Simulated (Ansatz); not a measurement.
Predict the output of the script below (Ansatz 0.2.0 through its Python package).

Contents of `alfgeh6si.xyz`:
```text
10

F    -2.11300    0.96700   -0.44050
Ge   -0.59210    0.27460   -0.71590
Al    1.13030    1.83870   -0.05730
Si   -0.33870   -1.63590    0.55240
H    -0.42190   -0.08320   -2.23290
H     2.69730    1.42920   -0.17030
H     0.80000    3.27790    0.53400
H    -1.42600   -2.57690    0.15170
H     0.91200   -2.23790    0.38020
H    -0.56490   -1.30470    2.00150
```

`tae_alfgeh6si.py`
```python
"""Energy to split AlFGeH6Si into its atoms."""

from collections import Counter

import ansatz


def single_point(molecule, charge=0, unpaired=0):
    calc = (
        molecule.calculation()
        .basis(gaussian="cc-pVDZ")
        .functional("HF")
    )
    if charge:
        calc = calc.charge(charge)
    if unpaired:
        calc = calc.spin("collinear", total=unpaired)
    report = calc.run(threads=1, pin="off").report
    if report["published_state_doubts"]:
        print("  doubts:", report["published_state_doubts"])
    return report["free_energy_ev"]


def main() -> None:
    molecule = ansatz.Crystal.molecule_from_extxyz("alfgeh6si.xyz")

    # unpaired electrons of the ground-state atoms
    unpaired = {"F": 1, "Ge": 2, "Al": 1, "Si": 2, "H": 1}
    counts = Counter(site.symbol for site in molecule.cartesian_sites)
    atom_energy = {s: single_point(ansatz.Crystal.molecule().atom(s, (0, 0, 0)), 0, unpaired[s]) for s in counts}
    whole = single_point(molecule, 0, 0)
    for s, e in atom_energy.items():
        print(f"{s:2s} x{counts[s]}  {e:14.5f} eV")
    print(f"AlFGeH6Si: {whole:.5f} eV")
    split = sum(counts[s] * e for s, e in atom_energy.items()) - whole
    print(f"atomisation energy (no zero-point term): {23.060548 * split:.1f} kcal/mol, {split / sum(counts.values()):.3f} eV an atom")


if __name__ == "__main__":
    main()
```

Running `python tae_alfgeh6si.py` prints:
```text
F  x1     -2704.13805 eV
Ge x1    -56471.56286 eV
Al x1     -6581.71349 eV
Si x1     -7860.01100 eV
H  x6       -13.58606 eV
AlFGeH6Si: -73718.98391 eV
atomisation energy (no zero-point term): 462.2 kcal/mol, 2.004 eV an atom
```

462.2 kcal/mol from the electronic energies, without the zero-point term.

Total energies depend on the basis set; only differences at equal settings carry meaning. The geometry is a force-field or estimated start, not a minimum of this method, and the basis set is short of its limit. All parts are taken at fixed geometry, without zero-point energy. Hartree-Fock leaves correlation out, so bond, atomisation and ionisation energies come out well too low. For Al to Cl the sets with a tight d function, cc-pV(X+d)Z, are usual. It ran for 2.6 s on 1 thread of Arm Neoverse V2, with other jobs on the host, peak memory 0.29 GiB.
